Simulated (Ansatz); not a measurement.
This script drives Ansatz 0.2.0 through its Python package.

`torsion.py`
```python
'''Energy of C2H3BrO as one group turns about a bond.'''

import ansatz as az
from ase import Atoms

BASIS_SET = 'def2-SVP'
FUNCTIONAL = 'PBE0'
FORCE_TOL = 0.02


def main() -> None:
    atoms = Atoms(['C', 'C', 'O', 'Br', 'H', 'H', 'H'], positions=[
        [-0.0838, 0.4824, 0.7021],
        [-0.2606, -0.2281, -0.4088],
        [0.7771, -0.9101, -0.953],
        [-1.8178, -0.3817, -1.296],
        [-0.9805, 1.0573, 1.0821],
        [0.8101, 0.6491, 1.2121],
        [1.6167, -0.737, -0.3841],
    ])

    # relax first, so that the scan starts from a minimum
    first = (
        az.Crystal.molecule_from_ase(atoms).calculation()
        .basis(gaussian=BASIS_SET)
        .functional(FUNCTIONAL)
        .relax(force_tolerance=FORCE_TOL, max_steps=80)
    )
    atoms.positions = first.run().report['positions_ang']

    start = atoms.get_dihedral(2, 1, 0, 4)
    energies = {}
    for turn in range(0, 360, 30):
        turned = atoms.copy()
        turned.set_dihedral(2, 1, 0, 4, start + turn, indices=[0, 4, 5])
        model = (
            az.Crystal.molecule_from_ase(turned).calculation()
            .basis(gaussian=BASIS_SET)
            .functional(FUNCTIONAL)
        )
        energies[round((start + turn) % 360)] = model.run().report['free_energy_ev']
    floor = min(energies.values())
    print('dihedral O2-C1-C0-H4 (deg)   E - E(min) (kcal/mol)')
    for angle, e in sorted(energies.items()):
        print(f'{angle:8d} {23.060548 * (e - floor):14.3f}  ' + '#' * int(30 * (e - floor) / max(max(energies.values()) - floor, 1e-9)))


if __name__ == '__main__':
    main()
```

It is started by `python torsion.py`. Estimate its wall time and peak memory on 1 thread of Arm Neoverse V1, on a shared host.

It took about 65 s, with a peak of 0.26 GiB, for 13 runs of the engine.

```console
$ python torsion.py
dihedral O2-C1-C0-H4 (deg)   E - E(min) (kcal/mol)
      30          8.815  ####
      60         33.859  ################
      90         63.336  #############################
     120         33.822  ################
     150          8.765  ####
     180          0.000
     210          8.757  ####
     240         33.803  ################
     270         63.337  ##############################
     300         33.878  ################
     330          8.824  ####
     360          0.054
```

These settings explore the input space; basis and method may be short of convergence. The scan is rigid and the energies are electronic, in a modest basis. With rigid groups the curve can differ much from the relaxed path, the start wasn't checked as a minimum of this torsion, and equivalent turns needn't return to the same energy.
